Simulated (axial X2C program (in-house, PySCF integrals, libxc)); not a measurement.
# BrTi: properties at the nuclei

Wanted for BrTi: properties at the nuclei, at the two-component level.

The runs use an in-house X2C program for linear molecules on PySCF integrals; two-component X2C with atomic mean-field terms, Br dyall-cv3z, Ti dyall-cv3z.

All values are calculated.

**1. The job**

The input, task.json:

```json
{"zs": [35, 22], "q": 0, "bas": ["dyall-cv3z", "dyall-cv3z"], "r0": 2.5, "levels": ["PBE0", "HF", "TPSSh", "r2SCAN", "BHandHLYP"], "nst": 3}
```

Keys: zs atomic numbers; q charge; bas basis sets; r0 starting distance in Å; levels methods (HF also brings MP2); nst determinants followed.

The run is started by

```sh
> python soeom.py task.json out
```

Nuclei are Gaussian, cores are contracted, and the Gaunt term is on.

**2. Expectation values, lowest determinant**

R = 2.404 Å. State: Ω = 3/2 (excess of +ω over −ω: ω = 3/2).

Output of the PBE0 run:

```text
two-component X2C + atomic mean field  PBE0
basis functions 218  fitting functions 1229  grid points 5802
iter        total energy     max residual
   1      -3458.596790055     5.19e-05
   2      -3458.596790063     1.99e-05
   3      -3458.596790073     2.60e-05
   4      -3458.596790074     9.02e-06
converged
one-electron -5131.12704228  Coulomb 1639.13551877  exact exchange -33.14107294  xc functional -101.77420052  nuclear repulsion 169.49519651  atomic mean-field constant -1.18518962
```

The highest occupied spinor is 66% Ti s, 24% Ti d, 8% Ti p.

```csv
level,Eeff magnitude (GV/cm),Ws magnitude Br (kHz),A∥/gI Br (MHz),qzz Br (a.u.),A∥/gI Ti (MHz),qzz Ti (a.u.),μ (D)
PBE0,0.25,0.00989,36.1,1.15,-89.4,-0.43,4.03
HF,0.678,0.0511,1.37,0.38,-29.1,-0.69,3.35
TPSSh,0.217,0.00883,44.1,1.13,-55.6,-0.42,3.86
r2SCAN,0.219,0.0222,56.2,1.01,-114,-0.48,3.62
BHandHLYP,0.568,0.0469,11.5,0.89,-121,-0.50,4.08
```

Eeff is the effective electric field on the electron dipole moment in this Ω state and Ws the scalar–pseudoscalar constant (defined with the proton number Z and per Ω); A∥ is the parallel hyperfine constant, which follows by multiplying with the nuclear g factor gI = μI/(I μN); qzz is the electric field gradient, eQq0 = 234.96 MHz × Q/barn × qzz; μ is positive if Ti is the positive end. The operators were transformed with the bare-nucleus X2C matrices.

**3. Expectation values, a higher determinant**

R = 2.404 Å. State: Ω = 9/2 (excess of +ω over −ω: ω = 1/2, ω = 3/2, ω = 5/2), 0.06 eV above the lowest in the PBE0 search for states (made at or near this distance, with looser thresholds).

Output of the PBE0 run:

```text
two-component X2C + atomic mean field  PBE0
basis functions 218  fitting functions 1229  grid points 5802
iter        total energy     max residual
   1      -3458.594745771     3.50e-05
   2      -3458.594745791     2.26e-05
   3      -3458.594745802     1.42e-05
   4      -3458.594745804     1.14e-05
   5      -3458.594745807     2.01e-06
converged
one-electron -5131.10913442  Coulomb 1639.11894736  exact exchange -33.14105121  xc functional -101.77351442  nuclear repulsion 169.49519651  atomic mean-field constant -1.18518962
```

The highest occupied spinor is 65% Ti s, 25% Ti d, 8% Ti p.

```csv
level,Eeff magnitude (GV/cm),Ws magnitude Br (kHz),A∥/gI Br (MHz),qzz Br (a.u.),A∥/gI Ti (MHz),qzz Ti (a.u.),μ (D)
PBE0,0.251,0.00221,18.4,1.17,256,-0.43,4.06
HF,0.677,0.0175,15.6,0.39,236,-0.68,3.36
TPSSh,0.223,0.00123,22,1.17,242,-0.42,3.90
r2SCAN,0.227,0.00553,22.6,1.05,260,-0.48,3.68
BHandHLYP,0.566,0.0164,18.9,0.90,272,-0.49,4.11
```

**4. Expectation values, a higher determinant**

R = 2.404 Å. State: Ω = 3/2 (excess of +ω over −ω: ω = 1/2, ω = -3/2, ω = 5/2), 0.07 eV above the lowest in the PBE0 search for states (made at or near this distance, with looser thresholds).

Output of the PBE0 run:

```text
two-component X2C + atomic mean field  PBE0
basis functions 218  fitting functions 1229  grid points 5802
iter        total energy     max residual
   1      -3458.594082331     6.64e-05
   2      -3458.594082383     4.58e-05
   3      -3458.594082426     5.31e-05
   4      -3458.594082443     3.50e-05
   5      -3458.594082453     6.31e-06
   6      -3458.594082454     6.00e-06
converged
one-electron -5131.56828823  Coulomb 1639.61376460  exact exchange -33.14385945  xc functional -101.80570627  nuclear repulsion 169.49519651  atomic mean-field constant -1.18518962
```

The highest occupied spinor is 100% Ti d.

```csv
level,Eeff magnitude (GV/cm),Ws magnitude Br (kHz),A∥/gI Br (MHz),qzz Br (a.u.),A∥/gI Ti (MHz),qzz Ti (a.u.),μ (D)
PBE0,0.0738,0.0436,6.45,1.13,314,0.96,4.77
HF,0.667,0.032,21.2,0.40,314,0.78,3.31
TPSSh,0.00501,0.0476,4.83,1.14,259,0.90,4.91
r2SCAN,0.00546,0.0632,-2.51,1.08,324,0.88,4.88
BHandHLYP,0.29,0.0103,9.52,1.00,360,0.95,4.86
```

**5. Results**

| quantity | value |
| --- | --- |
| lowest determinant | Ω = 3/2 (excess of +ω over −ω: ω = 3/2) |
| Eeff magnitude (GV/cm), PBE0 | 0.25 |
| Ws magnitude Br (kHz), PBE0 | 0.00989 |
| A∥/gI Br (MHz), PBE0 | 36.1 |
| qzz Br (a.u.), PBE0 | 1.15 |
| higher determinant | Ω = 9/2 (excess of +ω over −ω: ω = 1/2, ω = 3/2, ω = 5/2) |
| Eeff magnitude (GV/cm), PBE0, higher determinant | 0.251 |
| Ws magnitude Br (kHz), PBE0, higher determinant | 0.00221 |
| A∥/gI Br (MHz), PBE0, higher determinant | 18.4 |
| qzz Br (a.u.), PBE0, higher determinant | 1.17 |
| higher determinant | Ω = 3/2 (excess of +ω over −ω: ω = 1/2, ω = -3/2, ω = 5/2) |
| Eeff magnitude (GV/cm), PBE0, higher determinant | 0.0738 |
| Ws magnitude Br (kHz), PBE0, higher determinant | 0.0436 |
| A∥/gI Br (MHz), PBE0, higher determinant | 6.45 |
| qzz Br (a.u.), PBE0, higher determinant | 1.13 |

**Reading.** In the first state, the effective field runs from 0.217 to 0.678 GV/cm over the mean-field levels, so the levels don't agree on it. The expectation values come from single determinants, which for open shells can mix terms of unlike spin or miss the lowest Ω, so a determinant need not be a state. Eeff is the effective electric field on the electron dipole moment in this Ω state and Ws the scalar–pseudoscalar constant (defined with the proton number Z and per Ω); A∥ is the parallel hyperfine constant, which follows by multiplying with the nuclear g factor gI = μI/(I μN); qzz is the electric field gradient, eQq0 = 234.96 MHz × Q/barn × qzz; μ is positive if Ti is the positive end. The operators were transformed with the bare-nucleus X2C matrices. A second determinant lies within 0.1 eV of the first, so their order is not settled at this level.
